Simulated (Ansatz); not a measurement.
Sheet: Sb, a sheet with vacuum.

```xyz
2
Lattice="3.1333 0.0000 0.0000 0.0000 3.1333 0.0000 0.0000 0.0000 31.3600" Properties=species:S:1:pos:R:3 pbc="T T T"
Sb    0.0000    0.0000    7.5894
Sb    0.0000    0.0000   10.4106
```

The cell was built by a generator and needn't be a form met in nature.

A run of Ansatz 0.2.0 on this cell left the log below. Logs are shortened: lines on timing, memory, paths and dates and some standing lists are left out, and cuts for length are marked.

```text
Warning: RAYON_NUM_THREADS=4 ignored (pool sized by the plan → 4); use --threads N
LAPW: plane waves up to 7.759 Å⁻¹, error target 2.0e-3 eV per atom; small_component_spin mean_spin; Sb in spheres of 1.411 Å, 23 of its electrons in bands, Dirac shells [] (how accurate: hamiltonian.pseudopotentials.lapw.basis_error, Limitations)
Engine: ansatz 0.2.0, x86_64-unknown-linux-gnu
Pseudopotentials: kind: all_electron
Pseudopotential: Sb, LAPW, valence charge 23, lapw/all_electron/scalar/gaussian/Sb, Koelling and Harmon's equation, gaussian nucleus
Functional definition: PBE
  parameter kappa = 0.804
  parameter beta = 0.06672455060314922
  exchange = pbe_x(kappa = kappa, mu = beta*pi^2/3)
  correlation = pbe_c(beta = beta)
Crystal: 2 atoms, lattice volume = 307.887 Å³
Basis set: ecut = 229.3961800672615 eV, 2441 PW (Γ), exchange–correlation at level 2
Bands: 28, of which v1, the nominal top of the filled ones, is band 23 counted from 1 (22 counted from 0)
Symmetry: 16 space group operations
Space group: P4/mmm (ITA 123), of the structure as read, at distance tolerance 6.8e-5 Å
k-points: 15 of 81
Non-local potential: Sb, projectors of the file, none
Initial density: superposition of atomic densities (neutral atoms: chi_scale 0, normalization atom)
Initial wavefunctions: plane waves of lowest kinetic energy (no species holds an atomic orbital)
Functional: x = pbe(κ = 0.804, μ = 0.2195149727645171), c = pbe(β = 0.06672455060314922)
iter 1 solved again at ethr=4.23e-4 eV; its pass at ethr=1.00e-1 eV (dr2=1.94e-1 eV) is discarded
SCF iter   1: F=—  HF=-352736.108350 eV  |F-HF|=—  |Δ(HF+E_count)|=         —  Δρ=5.62e-3  dr2=1.97e-1  ethr=4.23e-4  ⟨swp⟩=3.7  Hψ=2759  notcnv=0
preconditioner: auto → LDOS  [insulator: Δε(μ)=0.305 eV  Ē_g=8.811 eV  σ=0.050 eV  W_gap=0.54  n_scr=18 (ndim 8)  ℏωp=6.7 eV  f_vac=0.767  D(μ)=1.82/eV (n_scr^D=10)  ε∞_Penn≈1.6  β→1.0]
SCF iter   2: F=—  HF=-352736.069884 eV  |F-HF|=—  |Δ(HF+E_count)|=   3.85e-2  Δρ=1.73e-3  dr2=1.99e-2  ethr=4.23e-4  ⟨swp⟩=4.1  Hψ=1418  notcnv=0
SCF iter   3: F=—  HF=-352736.073363 eV  |F-HF|=—  |Δ(HF+E_count)|=   3.48e-3  Δρ=9.23e-4  dr2=1.01e-2  ethr=4.33e-5  ⟨swp⟩=3.3  Hψ=1347  notcnv=0
iter 4 solved again at ethr=1.54e-6 eV; its pass at ethr=2.20e-5 eV (dr2=7.10e-4 eV) is discarded
SCF iter   4: F=—  HF=-352736.070256 eV  |F-HF|=—  |Δ(HF+E_count)|=   3.11e-3  Δρ=2.71e-4  dr2=7.16e-4  ethr=1.54e-6  ⟨swp⟩=2.0  Hψ=2047  notcnv=0
SCF iter   5: F=—  HF=-352736.070068 eV  |F-HF|=—  |Δ(HF+E_count)|=   1.87e-4  Δρ=9.79e-5  dr2=8.49e-5  ethr=1.54e-6  ⟨swp⟩=3.0  Hψ=1222  notcnv=0
SCF iter   6: F=—  HF=-352736.070054 eV  |F-HF|=—  |Δ(HF+E_count)|=   1.39e-5  Δρ=2.12e-5  dr2=1.40e-6  ethr=1.85e-7  ⟨swp⟩=3.0  Hψ=1217  notcnv=0
iter 7 met the thresholds in force, and the SCF goes on: an eigenvalue changes by 17.74 meV, over its tolerance of 10.00 meV (output.eigenvalues, Limitations)
SCF iter   7: F=-352736.070055 eV  HF=-352736.070055 eV  |F-HF|=2.32e-7  |Δ(HF+E_count)|=   3.60e-7  Δρ=4.15e-6  dr2=4.92e-8  ethr=3.05e-9  ⟨swp⟩=3.0  Hψ=1225  notcnv=0
SCF iter   8: F=-352736.070055 eV  HF=-352736.070055 eV  |F-HF|=4.19e-9  |Δ(HF+E_count)|=   2.35e-7  Δρ=6.32e-7  dr2=1.58e-9  ethr=1.07e-10  ⟨swp⟩=3.0  Hψ=1245  notcnv=0
SCF 1 converged in 8 iterations: F = -352736.070055 eV  dr2 = 1.58e-9
SCF converged after 8 iterations
an eigenvalue changed by more than its tolerance at an iteration that met the thresholds in force, so the SCF went on 1 time: the last check found none over its tolerance
Free energy (F): -352736.070055 eV
Harris-Foulkes:  -352736.070055 eV  (|F-HF|=4.19e-9)
Internal energy: -352736.057588 eV  (E = F + TS)
E sigma→0 (E₀):  -352736.063822 eV
Entropy (-TS):   -0.012467 eV (-6.233 meV/atom)
Fermi energy:    -0.508650 eV
--- Per-component energies (eV) ---
  E_band       = -2402.847078
  E_kinetic    = 371743.650556
  E_xc         = -9286.893991
  E_electrostatic = -715192.814153  (all electrons and nuclei)
  E_smearing   = -0.012467  (= −TS)
  E_closure    = 0.000000  (closes the sum)
  E_atoms      = -352728.128962  (free atoms, spherical and without spin; not in F)
  Σ components = -352736.070055   (vs F -352736.070055, Δ=0.00e0)
  Basis errors (estimates in eV, not in F): energy 9.8e-4 per atom: plane waves 8.6e-4 (5.1e-4 summed), levels above the bands 1.6e-37, relativity 2.0e-7, radial functions 1.1e-4, core shells 1.2e-8; eigenvalues (radial functions only) 5.5e-7; not estimated: angular momenta, meshes, grids; target (lapw.basis_error) 2.0e-3; muffin-tin radii Sb 1.411 Å
--- Forces (eV/Å), atoms counted from 1 ---
  atom   1  Sb     0.00000000     0.00000000    -0.02465021
  atom   2  Sb     0.00000000     0.00000000     0.02465021
  max |Σ_I F_I| component: 0.00e0 eV/Å
--- Stress (GPa, compression-positive) ---
        0.388746       0.000000       0.000000
        0.000000       0.388746       0.000000
        0.000000       0.000000       0.037547
  P = ⅓ Tr σ = 0.2717 GPa (2.717 kbar)
--- Band table (eV; the first three rows and the last of 15) ---
  k-point 0: bands = ["-144.8538", "-144.8534", "-97.8304", "-97.8304", "-97.8299", "-97.8299", "-97.8067", "-97.8002", "-29.7618", "-29.7570", "-29.7479", "-29.6278", "-29.6278", "-29.5980", "-29.5924", "-29.5669", "-29.5656", "-29.5656", "-12.7825", "-10.8050", "-4.7117", "-0.4725", "2.6217", "2.6217", "2.6629", "3.1389", "3.2711", "3.7439"]
  k-point 1: bands = ["-144.8538", "-144.8534", "-97.8307", "-97.8303", "-97.8302", "-97.8299", "-97.8067", "-97.8002", "-29.7602", "-29.7414", "-29.7358", "-29.6337", "-29.6274", "-29.6027", "-29.5970", "-29.5703", "-29.5652", "-29.5613", "-12.6108", "-10.6305", "-4.5471", "-0.2958", "0.8326", "2.5036", "2.7889", "2.8461", "3.3300", "3.4597"]
  k-point 2: bands = ["-144.8538", "-144.8534", "-97.8314", "-97.8309", "-97.8303", "-97.8299", "-97.8066", "-97.8002", "-29.7583", "-29.7083", "-29.6996", "-29.6484", "-29.6262", "-29.6147", "-29.6087", "-29.5824", "-29.5643", "-29.5441", "-12.1105", "-10.1179", "-4.0854", "-1.7960", "-0.1562", "0.2483", "3.2568", "3.3814", "3.8839", "4.0241"]
  k-point 14: bands = ["-144.8536", "-144.8532", "-97.8326", "-97.8326", "-97.8322", "-97.8322", "-97.8064", "-97.8000", "-29.6890", "-29.6849", "-29.6766", "-29.6707", "-29.6706", "-29.6009", "-29.6009", "-29.5398", "-29.5349", "-29.4844", "-8.4050", "-6.1072", "-3.8388", "-3.7559", "-2.3301", "-2.1533", "-0.9019", "2.2080", "3.9287", "4.0890"]
```

**Question.** Write the input and the command behind it.

**Answer.** Single point with PBE, no spin polarisation. The files as run (others can give the same):

input.yaml
```yaml
crystal:
  lattice:
    - [3.13334, 0.0, 0.0]
    - [0.0, 3.13334, 0.0]
    - [0.0, 0.0, 31.36]
  atoms:
    - { symbol: Sb, position: [0.0, 0.0, 0.24201] }
    - { symbol: Sb, position: [0.0, 0.0, 0.33197] }
kpoints:
  mp_grid: { grid: [9, 9, 1] }
scf:
  occupations: { method: fermi_dirac, width: 0.05 }
hamiltonian:
  xc: pbe
  pseudopotentials: { kind: all_electron, lapw: { basis_error: 0.002 } }
output:
  forces: true
  stress: true
  eigenvalues: true
```

Potentials or basis: all-electron LAPW, scalar-relativistic.
Run with:
```sh
$ ansatz run input.yaml --threads 4 --pin off --max-ram 12288MiB --backend cpu --events-out ev --progress --plain --runs-dir out
```
